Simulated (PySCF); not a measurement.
# C2H8S2Si: the cost of one run

Computed with PySCF 2.14.0, with density-fitted response routines of our own, on a single molecule in the gas phase. Atoms count from 0, in the outputs and in this text.

## 1. Starting geometry

13 atoms, charge 0, multiplicity 1; geometry from: GFN2-xTB. The atoms were then displaced at random by about 0.01 Å, so the start is not that level's minimum.

Bonds of the start (Å): C0–S1 1.80, S1–C2 1.81, C2–S3 1.85, S3–Si4 2.13, C0–H5 1.07, C0–H6 1.11, C0–H7 1.06, C2–H8 1.09, C2–H9 1.08, Si4–H10 1.44, Si4–H11 1.47, Si4–H12 1.45.

## 2. Geometry optimisation at PBE0-D3(BJ)/def2-SVP

Job settings and geometry (Å):

```
{"job": {"xc": "PBE0", "basis": "def2-SVP", "d3": "d3bj", "grid": 1, "shake": 0.01, "kind": "geom"}, "charge": 0, "multiplicity": 1}
C     -2.053030    -0.826330    -0.149480
S     -0.787240    -0.301250    -1.322830
C     -0.202070     1.170400    -0.455960
S      0.625900     0.840400     1.163140
Si     2.234750    -0.410930     0.540410
H     -1.646940    -0.835320     0.841130
H     -2.882730    -0.089760    -0.189800
H     -2.399400    -1.778710    -0.462480
H      0.540070     1.656090    -1.083490
H     -1.022230     1.837450    -0.246480
H      2.885780     0.302210    -0.530780
H      3.029440    -0.483400     1.774960
H      1.683520    -1.681470     0.111350
```

Run with:

```console
> OMP_NUM_THREADS=1 python probes_run.py task.json out
```

The driver reads the jobs from task.json and runs them one after another.

Q: Estimate the wall time and peak memory of this first job on 1 thread of Arm Neoverse V1, shared host.

About 46 s, with a peak of 0.52 GiB.
